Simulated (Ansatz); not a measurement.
**CH₄B₂Te: how energies converge with the basis set**

An exercise on one series of results from a longer session: the logs are not shown, and one member is left open.

Computed with Ansatz 0.2.0, Gaussian basis. Level: one geometry, several basis sets.

Plan: PBE0-D4/def2-SVP; ωB97M-V/def2-SVP; PBE0-D4/def2-QZVPP; ωB97M-V/def2-QZVPP; the functionals' def2-TZVPP values are taken from earlier runs.

## The relaxed structure

All runs share one geometry, relaxed beforehand with PBE0-D4 in a triple-zeta def2 set. Te takes the def2 core potential; no spin-orbit term is included.

8 atoms, charge 0, spin multiplicity 1.

Atoms are counted from 1 here; the program's logs count them from 0.

Bond lengths: B1–B2 1.638 Å, B1–C4 1.560 Å, B1–H5 1.200 Å, B2–Te3 2.171 Å, B2–H6 1.184 Å, Te3–C4 2.210 Å, C4–H7 1.084 Å, C4–H8 1.088 Å. Angles: B2–B1–C4 111.1°, B2–B1–H5 122.7°, C4–B1–H5 120.1°, B1–B2–Te3 76.8°, B1–B2–H6 154.3°, Te3–B2–H6 127.6°, B2–Te3–C4 74.0°, B1–C4–Te3 77.0°, B1–C4–H7 120.8°, B1–C4–H8 120.4°, Te3–C4–H7 103.2°, Te3–C4–H8 115.0°, H7–C4–H8 112.7°.

The first run:

Input file in.yaml:

```yaml
crystal:
  periodic: [false, false, false]
  atoms:
    - {symbol: B, position_ang: [-0.578706, 0.402565, -0.284825]}
    - {symbol: B, position_ang: [0.540981, 1.314000, 0.488699]}
    - {symbol: Te, position_ang: [0.712637, -0.617656, 1.465026]}
    - {symbol: C, position_ang: [-0.033640, -1.029734, -0.574048]}
    - {symbol: H, position_ang: [-1.758673, 0.584097, -0.162737]}
    - {symbol: H, position_ang: [1.048913, 2.334318, 0.811161]}
    - {symbol: H, position_ang: [0.876499, -1.171598, -1.146228]}
    - {symbol: H, position_ang: [-0.715909, -1.873291, -0.652949]}
basis:
  gaussian: {orbitals: def2-SVP}
hamiltonian: {xc: pbe0, dispersion: d4}
output: {orbitals: {seedname: orbitals}}
```

The run is started by

```bash
ansatz run in.yaml --threads 2 --pin off --events-out ev --progress --plain --max-ram 4352MiB
```

Steps of the session up to this table: PBE0-D4 in def2-SVP; ωB97M-V in def2-SVP; PBE0-D4 in def2-QZVPP; ωB97M-V in def2-QZVPP.

One table of the session follows, with a row left open; its other results are not shown here.

It belongs to the step «Functionals by basis». 

| functional | basis | HOMO (eV) | LUMO (eV) |
| --- | --- | --- | --- |
| PBE0-D4 | def2-SVP | -7.02 | -1.92 |
| PBE0-D4 | def2-TZVPP | -7.04 | -2.00 |
| PBE0-D4 | def2-QZVPP | -7.04 | -2.01 |
| ωB97M-V | def2-SVP | ? | ? |
| ωB97M-V | def2-TZVPP | -9.05 | -0.13 |
| ωB97M-V | def2-QZVPP | -9.05 | -0.18 |

Estimate the missing values for ωB97M-V, def2-SVP.

**Answer.** HOMO (eV): -9.00; LUMO (eV): 0.05. In the column «HOMO (eV)» it lies between ωB97M-V, def2-QZVPP (-9.05) and PBE0-D4, def2-TZVPP (-7.04).
